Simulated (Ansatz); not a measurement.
# HfB (Fm-3m) in Ansatz: notebook

Aim: see how the results for HfB move with the level of theory and the settings. Levels: PBE, LDA. Tasks: phonons, elastic constants.

All numbers are computed with Ansatz 0.2.0; they aren't measurements. Logs are shortened: lines on timing, memory, paths and dates and some standing lists are left out, and cuts for length are marked.

### 1 The structure

The structure is cubic, space group Fm-3m (No. 225). Conventional cell: a = 4.620 Å, b = 4.620 Å, c = 4.620 Å, α = 90.00°, β = 90.00°, γ = 90.00°. Hf (site symmetry m-3m) is surrounded by 6 B at 2.31 Å. B (site symmetry m-3m) is surrounded by 6 Hf at 2.31 Å.

### 2 Phonons, PBE

Input file input.yaml:

```yaml
crystal:
  lattice:
    - [0.0, 2.31, 2.31]
    - [2.31, 0.0, 2.31]
    - [2.31, 2.31, 0.0]
  atoms:
    - { symbol: Hf, position: [0.5, 0.5, 0.5] }
    - { symbol: B, position: [0.0, 0.0, 0.0] }
hamiltonian:
  xc: pbe
  pseudopotentials: { kind: paw }
kpoints:
  mp_grid: { grid: [7, 7, 7] }
scf:
  occupations: { method: fermi_dirac, width: 0.05 }
phonons:
  method: dfpt
```

Potentials or basis: Ansatz PAW.

Command:

```console
$ ansatz run input.yaml --threads 2 --pin off --max-ram 5632MiB --backend cpu --events-out ev --progress --plain --runs-dir out
```

Log:

```text
Warning: RAYON_NUM_THREADS=2 ignored (pool sized by the plan → 2); use --threads N
Engine: ansatz 0.2.0, aarch64-unknown-linux-gnu
Pseudopotentials: kind: paw
Pseudopotential: Hf, paw, valence charge 26, recommended cutoff 420 eV (normal), Hf.paw.azcp
Pseudopotential: B, paw, valence charge 3, recommended cutoff 420 eV (normal), B.paw.azcp
Functional definition: PBE
  parameter kappa = 0.804
  parameter beta = 0.06672455060314922
  exchange = pbe_x(kappa = kappa, mu = beta*pi^2/3)
  correlation = pbe_c(beta = beta)
Crystal: 2 atoms, lattice volume = 24.653 Å³
Basis set: ecut = 420 eV, 531 PW (Γ), exchange–correlation on 48×48×48 points (8 copies of the dense FFT grid, shifted against one another)
Bands: 19, of which v1, the nominal top of the filled ones, is band 15 counted from 1 (14 counted from 0)
Symmetry: 48 space group operations
k-points: 40 of 343 (irreducible under 8 space group operations, time reversal used)
Non-local potential: Hf, projectors of the file, l = 0: 3, l = 1: 2, l = 2: 2, l = 3: 3
Non-local potential: B, projectors of the file, l = 0: 2, l = 1: 2, l = 2: 1
PAW form: soft (Blöchl's): semilocal exchange-correlation on the pseudo side does not see the compensation charge
PAW one-centre angular grid: Hf, 590 points (default); XC on 64 Gauss nodes
PAW one-centre angular grid: B, 110 points (default); XC on 64 Gauss nodes
Initial density: superposition of atomic densities (neutral atoms: chi_scale 0, normalization atom), corrected by the library's trained network
Initial wavefunctions: pseudopotential atomic-orbital guess
Functional: x = pbe(κ = 0.804, μ = 0.2195149727645171), c = pbe(β = 0.06672455060314922)
SCF iter   1: F=—  HF=-15877.796579 eV  |F-HF|=—  |Δ(HF+E_count)|=         —  Δρ=3.52e-3  dr2=2.24e-3  ethr=1.77e-3  ⟨swp⟩=5.0  Hψ=3182  notcnv=0
preconditioner: auto → Kerker (q_TF=auto, 2.803 Å⁻¹)  [metal: Δε(μ)=0.048 eV  Ē_g=18.122 eV  σ=0.050 eV  W_gap=0.23  n_scr=14 (ndim 8)  ℏωp=38.9 eV  f_vac=0.000  D(μ)=1.67/eV (n_scr^D=14)]
SCF iter   2: F=—  HF=-15877.796253 eV  |F-HF|=—  |Δ(HF+E_count)|=   3.26e-4  Δρ=2.14e-3  dr2=8.35e-4  ethr=7.72e-6  ⟨swp⟩=2.1  Hψ=1292  notcnv=0
SCF iter   3: F=—  HF=-15877.796253 eV  |F-HF|=—  |Δ(HF+E_count)|=   2.84e-7  Δρ=5.65e-4  dr2=5.54e-5  ethr=2.88e-6  ⟨swp⟩=2.1  Hψ=1199  notcnv=0  defer=2
SCF iter   4: F=—  HF=-15877.796160 eV  |F-HF|=—  |Δ(HF+E_count)|=   9.34e-5  Δρ=2.80e-4  dr2=1.68e-5  ethr=1.91e-7  ⟨swp⟩=2.2  Hψ=1350  notcnv=0  defer=2
SCF iter   5: F=—  HF=-15877.796157 eV  |F-HF|=—  |Δ(HF+E_count)|=   2.97e-6  Δρ=6.32e-5  dr2=4.34e-7  ethr=5.80e-8  ⟨swp⟩=2.1  Hψ=1175  notcnv=0  defer=2
SCF iter   6: F=—  HF=-15877.796160 eV  |F-HF|=—  |Δ(HF+E_count)|=   3.54e-6  Δρ=2.06e-5  dr2=4.21e-8  ethr=1.50e-9  ⟨swp⟩=3.0  Hψ=1523  notcnv=0  defer=2
SCF iter   7: F=—  HF=-15877.796160 eV  |F-HF|=—  |Δ(HF+E_count)|=   2.81e-8  Δρ=2.88e-6  dr2=6.74e-10  ethr=1.45e-10  ⟨swp⟩=2.5  Hψ=1317  notcnv=0  defer=2
SCF iter   8: F=—  HF=-15877.796160 eV  |F-HF|=—  |Δ(HF+E_count)|=   3.43e-9  Δρ=9.88e-7  dr2=9.71e-11  ethr=2.32e-12  ⟨swp⟩=2.9  Hψ=1468  notcnv=0  defer=2
SCF iter   9: F=-15877.796160 eV  HF=-15877.796160 eV  |F-HF|=7.28e-12  |Δ(HF+E_count)|=  2.84e-10  Δρ=1.41e-7  dr2=2.44e-12  ethr=1.00e-12  ⟨swp⟩=5.5  Hψ=4424  notcnv=0
SCF 1 converged in 9 iterations: F = -15877.796160 eV  dr2 = 2.44e-12
DFPT response loops at Γ: preconditioner auto → Kerker (q_TF=auto, 2.803 Å⁻¹) (partly filled bands, converged f_vac=0.000); β = 1.00, the filter's whole step (`scf.mixing.beta` (0.50) is not read by the response loops under this deck's `scf.mixing.preconditioner`; to damp them name `kerker` or `kerker_dos`, under which they read `scf.mixing.beta`, and type it under 1.00, their step now; both keys bind the ground state too); Broyden in place of MSR1
SCF converged after 9 iterations
Free energy (F): -15877.796160 eV
Harris-Foulkes:  -15877.796160 eV  (|F-HF|=7.28e-12)
Internal energy: -15877.782690 eV  (E = F + TS)
E sigma→0 (E₀):  -15877.789425 eV
Entropy (-TS):   -0.013470 eV (-6.735 meV/atom)
Fermi energy:    19.633471 eV
--- Per-component energies (eV) ---
  E_band       = 121.074078
  E_kinetic    = 478.935501
  E_local      = -5013.084717  (includes V_loc(G=0)·N_el)
  E_nonlocal   = -1229.749853
  E_hartree    = 2389.104098
  E_xc         = -335.069804
  E_vxc        = -308.207383  (∫ρ·V_xc dr)
  E_paw        = -7008.623347  (= ΣΔE_a)
  E_vpaw       = 1414.972249  (= ΣTr[D̂ρ^β])
  E_aug_tail   = -0.000005  (compensation charges beyond the density's cutoff)
  E_ewald      = -5159.294563
  E_smearing   = -0.013470  (= −TS)
  E_closure    = -0.000000  (closes the sum)
  Σ components = -15877.796160   (vs F -15877.796160, Δ=0.00e0)
--- Band table (eV; the first three rows and the last of 40) ---
  k-point 0: bands = ["-40.2143", "-8.7162", "-8.7162", "-8.7162", "9.7966", "9.7966", "9.7966", "9.7979", "9.8887", "9.8887", "9.8887", "10.0867", "21.8316", "21.8316", "21.8316", "23.6814", "23.6814", "23.6814", "23.8473"]
  k-point 1: bands = ["-40.2058", "-8.8608", "-8.7309", "-8.7309", "9.7889", "9.8069", "9.8084", "9.8084", "9.8769", "9.8769", "9.8892", "10.6667", "20.3184", "20.9486", "20.9486", "22.7141", "22.7141", "24.3475", "26.8565"]
  k-point 2: bands = ["-40.1866", "-9.1719", "-8.7636", "-8.7636", "9.7782", "9.8288", "9.8328", "9.8328", "9.8559", "9.8559", "9.8903", "12.1684", "18.1550", "19.2712", "19.2712", "24.0965", "24.0965", "25.0579", "30.3345"]
  k-point 39: bands = ["-40.1548", "-9.2064", "-9.1684", "-8.9389", "9.8173", "9.8310", "9.8324", "9.8415", "9.8513", "9.8613", "9.8643", "14.0651", "17.4776", "18.3681", "19.0969", "24.2235", "25.6790", "27.6028", "28.4566"]
--- Phonons (Γ-DFPT): 2 representative perturbations + reference, on 40 of 343 k-points (Σ response iterations 7) ---
  k mesh reduced under 8 symmetry operations, with k and −k counted as one. Each operation leaves every solved perturbation unchanged. A smaller set is not used because it would not reduce the number of displacements times k-points to solve
  ASR residual: 4.788e-5 → 0.000e0 eV/Å²; symmetrization residual: 3.765e-7 eV/Å²
  ASR residual per site (eV/Å²): 4.79e-5 1.72e-5
  Γ frequencies (cm⁻¹): 0.00 0.00 0.00 532.53 532.53 532.53
  non-analytic LO–TO correction: not included (Born effective charges unavailable; polar crystals: no LO–TO splitting at Γ)
```

Wall time 6.2 s (2 threads of Arm Neoverse N1, shared host); peak memory 0.38 GiB.

What came out:

```
Free energy                   : -15877.7962 eV
Band gap on the k mesh        : none (metal or under the smearing width)
Highest phonon frequency at Γ : 533 cm⁻¹
```

Levels at points of the mesh, in eV from the Fermi level:
```csv
k point,band 11,band 12,band 13,band 14,band 15,band 16,band 17,band 18,band 19
"(0.00, 0.00, 0.00)",-9.74,-9.55,2.20,2.20,2.20,4.05,4.05,4.05,4.21
```

Phonon frequencies in cm⁻¹ (negative: imaginary):
```
              q point        frequencies
(0.000, 0.000, 0.000)  0 0 0 533 533 533
```

The run has no spin-orbit coupling, so splittings on Hf are missing.

### 3 Phonons, LDA

input.yaml: that of step 2 with these lines changed.

```diff
@@ -9,3 +9,3 @@
 hamiltonian:
-  xc: pbe
+  xc: lda
   pseudopotentials: { kind: paw }
```

Potentials or basis: Ansatz PAW.

Command:

```console
$ ansatz run input.yaml --threads 2 --pin off --max-ram 5632MiB --backend cpu --events-out ev --progress --plain --runs-dir out
```

Log:

```text
Warning: RAYON_NUM_THREADS=2 ignored (pool sized by the plan → 2); use --threads N
[... 4 set-up lines as earlier in the session ...]
Functional definition: SPW92
  exchange = slater_x
  correlation = pw_c
Crystal: 2 atoms, lattice volume = 24.653 Å³
Basis set: ecut = 420 eV, 531 PW (Γ), exchange–correlation on 48×48×48 points (8 copies of the dense FFT grid, shifted against one another)
Bands: 19, of which v1, the nominal top of the filled ones, is band 15 counted from 1 (14 counted from 0)
[... 1 set-up line as earlier in the session ...]
k-points: 40 of 343 (irreducible under 8 space group operations, time reversal used)
[... 3 set-up lines as earlier in the session ...]
PAW frozen core: Hf, regenerated for the run's functional, and the local potential with it (the file was generated under x = pbe(κ = 0.804, μ = 0.2195149727645171), c = pbe(β = 0.06672455060314922))
PAW frozen core: B, regenerated for the run's functional, and the local potential with it (the file was generated under x = pbe(κ = 0.804, μ = 0.2195149727645171), c = pbe(β = 0.06672455060314922))
[... 4 set-up lines as earlier in the session ...]
[... 21 lines left out ...]
Fermi energy:    19.307156 eV
--- Per-component energies (eV) ---
  E_band       = 111.290386
  E_kinetic    = 479.279209
  E_local      = -5029.768520  (includes V_loc(G=0)·N_el)
  E_nonlocal   = -1217.704285
  E_hartree    = 2390.699856
  E_xc         = -332.371003
  E_vxc        = -308.311421  (∫ρ·V_xc dr)
  E_paw        = -6760.686568  (= ΣΔE_a)
  E_vpaw       = 1406.395641  (= ΣTr[D̂ρ^β])
  E_aug_tail   = -0.000006  (compensation charges beyond the density's cutoff)
  E_ewald      = -5159.294563
  E_core_change = 2.503077  (= ΣΔE_core)
  E_smearing   = -0.013291  (= −TS)
  E_closure    = -0.000000  (closes the sum)
  Σ components = -15627.356094   (vs F -15627.356094, Δ=0.00e0)
--- Band table (eV; the first three rows and the last of 40) ---
  k-point 0: bands = ["-40.5396", "-9.0427", "-9.0427", "-9.0427", "9.4220", "9.4222", "9.4222", "9.4222", "9.5133", "9.5133", "9.5133", "9.8768", "21.4345", "21.4345", "21.4345", "23.3687", "23.3687", "23.3687", "23.4627"]
  k-point 1: bands = ["-40.5310", "-9.1877", "-9.0576", "-9.0576", "9.4158", "9.4311", "9.4339", "9.4339", "9.5015", "9.5015", "9.5138", "10.4568", "19.9770", "20.5985", "20.5985", "22.3234", "22.3234", "24.0178", "26.4959"]
  k-point 2: bands = ["-40.5118", "-9.4993", "-9.0907", "-9.0907", "9.4055", "9.4530", "9.4579", "9.4579", "9.4807", "9.4807", "9.5150", "11.9559", "17.8757", "18.9323", "18.9323", "23.6882", "23.6882", "24.7291", "29.9566"]
  k-point 39: bands = ["-40.4799", "-9.5356", "-9.4969", "-9.2666", "9.4426", "9.4570", "9.4572", "9.4665", "9.4760", "9.4863", "9.4884", "13.8809", "17.1752", "18.0932", "18.7822", "23.8528", "25.2783", "27.1579", "28.0576"]
--- Phonons (Γ-DFPT): 2 representative perturbations + reference, on 40 of 343 k-points (Σ response iterations 7) ---
  k mesh reduced under 8 symmetry operations, with k and −k counted as one. Each operation leaves every solved perturbation unchanged. A smaller set is not used because it would not reduce the number of displacements times k-points to solve
  ASR residual: 1.447e-5 → 0.000e0 eV/Å²; symmetrization residual: 3.067e-7 eV/Å²
  ASR residual per site (eV/Å²): 8.95e-6 1.45e-5
  Γ frequencies (cm⁻¹): 0.00 0.00 0.00 517.19 517.19 517.19
  non-analytic LO–TO correction: not included (Born effective charges unavailable; polar crystals: no LO–TO splitting at Γ)
```

Wall time 6.2 s (2 threads of Arm Neoverse N1, shared host); peak memory 0.36 GiB.

What came out:

```yaml
Free_energy: -15627.3561 eV
Band_gap_on_the_k_mesh: none (metal or under the smearing width)
Highest_phonon_frequency_at_Γ: 517 cm⁻¹
```

Phonon frequencies in cm⁻¹ (negative: imaginary):
| q point | frequencies |
| --- | --- |
| (0.000, 0.000, 0.000) | 0 0 0 517 517 517 |

Caveat: the PAW data sets come from PBE, with cores solved anew for the run's functional, which leaves a small shift of forces and pressure. Spin-orbit coupling is left out, which matters for the levels of Hf.

### 4 Elastic constants, LDA

input.yaml: that of step 3 with these lines changed.

```diff
@@ -15,3 +15,7 @@
   occupations: { method: fermi_dirac, width: 0.05 }
-phonons:
-  method: dfpt
+output:
+  forces: true
+  stress: true
+elastic:
+  mode: relaxed_ion
+  stencil: two_point
```

Command:

```console
$ ansatz run input.yaml --threads 2 --pin off --max-ram 5632MiB --backend cpu --events-out ev --progress --plain --runs-dir out
```

It took 6.7 s on 2 threads of Arm Neoverse N1, shared host; peak memory 0.32 GiB.

Results (log left out):

```
Free energy                     : -15627.3561 eV
Pressure                        : 17.9 GPa
Band gap on the k mesh          : none (metal or under the smearing width)
Elastic constants C11, C12, C44 : 569, 95, 33 GPa
Voigt bulk modulus              : 253 GPa
```

Levels at points of the mesh, in eV from the Fermi level:
```tsv
k point	band 11	band 12	band 13	band 14	band 15	band 16	band 17	band 18
(0.00, 0.00, 0.00)	-9.79	-9.43	2.13	2.13	2.13	4.06	4.06	4.06
```

Elastic tensor in Voigt notation (GPa, in the Cartesian axes of the cell as first typed):
```
569  95  95   0   0   0
 95 569  95   0   0   0
 95  95 569   0   0   0
  0   0   0  33   0   0
  0   0   0   0  33   0
  0   0   0   0   0  33
```

Caveat: the cell is more than 3 GPa from zero pressure, which shifts response properties; elastic constants of metals need much finer meshes, so these are rough; so large a pressure means that the cell lies far from this level's equilibrium, or that cutoff or potentials fall short; the PAW data sets come from PBE, with cores solved anew for the run's functional, which leaves a small shift of forces and pressure. The run has no spin-orbit coupling, so splittings on Hf are missing.

### 5 The runs side by side

| task | level | atoms under strain | gap on the mesh (eV) |
| --- | --- | --- | --- |
| phonons | PBE | - | none |
| phonons | LDA | - | none |
| elastic constants | LDA | relaxed | none |

Alike in all rows: potentials or basis Ansatz PAW; no spin polarisation; cell as given; k mesh 7 × 7 × 7; cutoff (eV) 420; smearing fermi-dirac 0.05 eV.

Every run on the cell as given and a fine mesh finds a metal.

Caveats: the PAW data sets come from PBE, with cores solved anew for the run's functional, which leaves a small shift of forces and pressure (some runs); the cell is more than 3 GPa from zero pressure, which shifts response properties (some runs); elastic constants of metals need much finer meshes, so these are rough (some runs); so large a pressure means that the cell lies far from this level's equilibrium, or that cutoff or potentials fall short (some runs).

Total energies depend on the potentials used, so only differences within one code and one set of settings carry meaning.
